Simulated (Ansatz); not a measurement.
# TaTeO5: the cost of one run

Program: Ansatz 0.2.0. Level of theory: DFT PBE, scalar-relativistic, plane waves, PAW. These are calculated values, not measurements.

### 1 The starting structure

The structure is tetragonal, space group P4/mmm (No. 123). The conventional cell has a = 3.749 Å, b = 3.749 Å, c = 6.617 Å, α = 90.00°, β = 90.00°, γ = 90.00°. Ta (site symmetry 4/mmm) is surrounded by 12 O at 2.65 to 2.73 Å. Te (site symmetry 4/mmm) is surrounded by 8 O at 2.29 Å. O (site symmetry 4/mmm) has 4 Ta at 2.65 Å as nearest neighbours. Around O (site symmetry 2mm) lie 2 Te at 2.29 Å and 7 O at 2.64 to 2.73 Å and 2 Ta at 2.73 Å.

As a file:

```cif
data_structure
_symmetry_space_group_name_H-M 'P4/mmm'
_symmetry_Int_Tables_number 123
_cell_length_a 3.7489
_cell_length_b 3.7489
_cell_length_c 6.6171
_cell_angle_alpha 90.000
_cell_angle_beta 90.000
_cell_angle_gamma 90.000
_cell_volume 93.00
loop_
_atom_site_label
_atom_site_type_symbol
_atom_site_symmetry_multiplicity
_atom_site_Wyckoff_symbol
_atom_site_fract_x
_atom_site_fract_y
_atom_site_fract_z
_atom_site_occupancy
Ta1 Ta 1 c 0.50000 0.50000 0.00000 1
Te1 Te 1 b 0.00000 0.00000 0.50000 1
O1 O 1 a 0.00000 0.00000 0.00000 1
O2 O 4 i 0.50000 0.00000 0.69953 1
```

A structure generator made this guess: species swapped into a database cell of AgPPd5 (P4/mmm, No. 123), with Ta on the Ag sites, Te on the P sites and O on the Pd sites. Lengths come from tabulated atomic sizes and are only a guess.

### 2 A first look at the guess

Input file input.yaml:

```yaml
crystal:
  lattice:
    - [3.74885639, 0.0, 0.0]
    - [0.0, 3.74885639, 0.0]
    - [0.0, 0.0, 6.61705009]
  atoms:
    - { symbol: Ta, position: [0.5, 0.5, 0.0] }
    - { symbol: Te, position: [0.0, 0.0, 0.5] }
    - { symbol: O, position: [0.0, 0.0, 0.0] }
    - { symbol: O, position: [0.5, 0.0, 0.69953001] }
    - { symbol: O, position: [0.0, 0.5, 0.69953001] }
    - { symbol: O, position: [0.5, 0.0, 0.30046999] }
    - { symbol: O, position: [0.0, 0.5, 0.30046999] }
basis:
  ecutwfc: 420
kpoints:
  mp_grid: { grid: [4, 4, 4] }
hamiltonian:
  xc: pbe
scf:
  occupations: { method: gaussian, width: 0.1 }
  lower_state_search: "off"
output:
  forces: true
  stress: true
  eigenvalues: true
```

Run with:

```console
$ ansatz run input.yaml --threads 1 --pin off --max-ram 2048MiB --backend cpu --events-out ev --progress --plain --runs-dir out
```

What time and memory should one allow on 1 thread of Arm Neoverse N1, shared host?

About 6.1 s, with a peak of 0.43 GiB.
